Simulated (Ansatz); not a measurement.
Born–Oppenheimer molecular dynamics of a periodic cell of 12 atoms, MoS$_{2}$ (start crystal MoS2, start structure R-3m, volume 1 times the crystal's). It starts from an unrelaxed structure (largest force component 0.60 eV/Å).

The calculation used DFT LDA, scalar-relativistic, plane waves, PAW in Ansatz 0.2.0. Settings: PAW set soft_1, cutoff 420 eV, k mesh 3x3x3, fermi-dirac smearing 0.36 eV, no spin polarisation.

```
ensemble        : NVT, Langevin thermostat
time step       : 1.5 fs
steps asked     : 180
set temperature : 4200 K
friction        : 0.02 /fs
seed            : 407084
```

First frame:

```xyz
12
Lattice="-3.1710 -1.8308 6.1150 3.1710 -1.8308 6.1150 0.0000 3.6616 6.1150" Properties=species:S:1:pos:R:3
Mo 0.000 0.000 0.000
S 0.000 0.000 13.759
S 0.000 0.000 4.586
Mo 0.000 -1.831 6.115
S 0.000 1.831 7.644
S 0.000 -1.831 10.701
Mo -1.585 0.915 6.115
S 1.585 -0.915 7.644
S -1.585 0.915 10.701
Mo 1.585 0.915 6.115
S -1.585 -0.915 7.644
S 1.585 0.915 10.701
```

(1) What does the run give?

(2) What happens to the structure?

(3) How do temperature and energy run in time?

Results:

(1) The run went to its last step.

```yaml
steps_done: 180
time_covered: 270 fs
mean_temperature_over_the_second_half: 5087 K
spread_of_the_potential_energy_over_the_second_half: 100.6 meV per atom
mean_potential_energy_of_the_second_half_above_the_start: 650.5 meV per atom
```

The mean temperature of the second half is 21 % above the set value. A run of 0.27 ps of so small a system gives no equilibrium averages. Limits of this set-up: coarse k mesh, PAW files made for another functional.

(2) Mean squared displacements from the first frame to the last, about the centre of mass: Mo 0.28 Å², S 0.39 Å². The details hang on the random start.

(3) 
```json
{"time (fs)": "0", "T (K)": "3850", "potential energy less start (eV)": "0.000"}
{"time (fs)": "13.5", "T (K)": "2126", "potential energy less start (eV)": "2.672"}
{"time (fs)": "27", "T (K)": "2117", "potential energy less start (eV)": "3.302"}
{"time (fs)": "40.5", "T (K)": "2597", "potential energy less start (eV)": "3.481"}
{"time (fs)": "54", "T (K)": "3804", "potential energy less start (eV)": "3.833"}
{"time (fs)": "67.5", "T (K)": "3647", "potential energy less start (eV)": "4.818"}
{"time (fs)": "81", "T (K)": "3102", "potential energy less start (eV)": "6.324"}
{"time (fs)": "94.5", "T (K)": "4693", "potential energy less start (eV)": "6.068"}
{"time (fs)": "108", "T (K)": "5085", "potential energy less start (eV)": "5.866"}
{"time (fs)": "121.5", "T (K)": "4787", "potential energy less start (eV)": "6.751"}
{"time (fs)": "135", "T (K)": "4430", "potential energy less start (eV)": "7.741"}
{"time (fs)": "148.5", "T (K)": "4418", "potential energy less start (eV)": "7.709"}
{"time (fs)": "162", "T (K)": "2786", "potential energy less start (eV)": "10.789"}
{"time (fs)": "175.5", "T (K)": "5278", "potential energy less start (eV)": "7.955"}
{"time (fs)": "189", "T (K)": "6067", "potential energy less start (eV)": "7.559"}
{"time (fs)": "202.5", "T (K)": "5302", "potential energy less start (eV)": "7.201"}
{"time (fs)": "216", "T (K)": "7049", "potential energy less start (eV)": "5.890"}
{"time (fs)": "229.5", "T (K)": "4482", "potential energy less start (eV)": "7.306"}
{"time (fs)": "243", "T (K)": "5996", "potential energy less start (eV)": "6.627"}
{"time (fs)": "256.5", "T (K)": "3909", "potential energy less start (eV)": "8.830"}
{"time (fs)": "270", "T (K)": "6210", "potential energy less start (eV)": "8.833"}
```

Time of the run: 28 min on 2 threads of Arm Neoverse V1, on a shared host, peak memory 0.72 GiB.
